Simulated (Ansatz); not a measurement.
# Hf: the cost of one run

Method: DFT PBEsol, scalar-relativistic, in Ansatz 0.2.0.

### Step 1. The system as given

The structure is hexagonal, space group P6_3/mmc (No. 194). Conventional cell: a = 3.197 Å, b = 3.197 Å, c = 5.058 Å, α = 90.00°, β = 90.00°, γ = 120.00°. Around Hf (site symmetry -6m2) lie 12 Hf at 3.13 to 3.20 Å.

Coordinates:

```
Hf
1.0
     3.19670    0.00000    0.00000
    -1.59835    2.76842    0.00000
     0.00000    0.00000    5.05780
Hf
2
Direct
  0.33333 0.66667 0.25000
  0.66667 0.33333 0.75000
```

The structure is an experimental refinement, used without relaxation.

Atoms are numbered in the order of the input: Hf1, Hf2.

### Step 2. Volume × 0.94, LAPW

Input file input.yaml:

```yaml
crystal:
  lattice:
    - [3.1314414681, 0.0, 0.0]
    - [-1.565720734, 2.7119078618, 0.0]
    - [0.0, 0.0, 4.9545506207]
  atoms:
    - { symbol: Hf, position: [0.3333333333, 0.6666666667, 0.25] }
    - { symbol: Hf, position: [0.6666666667, 0.3333333333, 0.75] }
kpoints:
  mp_grid: { grid: [13, 13, 7] }
  band_path:
    path:
      - [0.0, 0.0, 0.0]
      - [0.5, 0.0, 0.0]
      - [0.3333333333, 0.3333333333, 0.0]
      - [0.0, 0.0, 0.0]
      - [0.0, 0.0, 0.5]
      - [0.5, 0.0, 0.5]
      - [0.3333333333, 0.3333333333, 0.5]
      - [0.0, 0.0, 0.5]
      - [0.5, 0.0, 0.5]
    npoints: 5
scf:
  occupations: { method: fermi_dirac, width: 0.05 }
hamiltonian:
  xc: pbesol
  pseudopotentials: { kind: all_electron, lapw: { basis_error: 0.0005 } }
output:
  forces: true
  stress: true
  eigenvalues: true
```

The run is started by

```console
ansatz run input.yaml --threads 1 --pin off --max-ram 3072MiB --backend cpu --events-out ev --progress --plain --runs-dir out
```

What time and memory should one allow on 1 thread of Intel Xeon Platinum 8488C (Sapphire Rapids), shared host?

About 27 s, with a peak of 0.51 GiB.
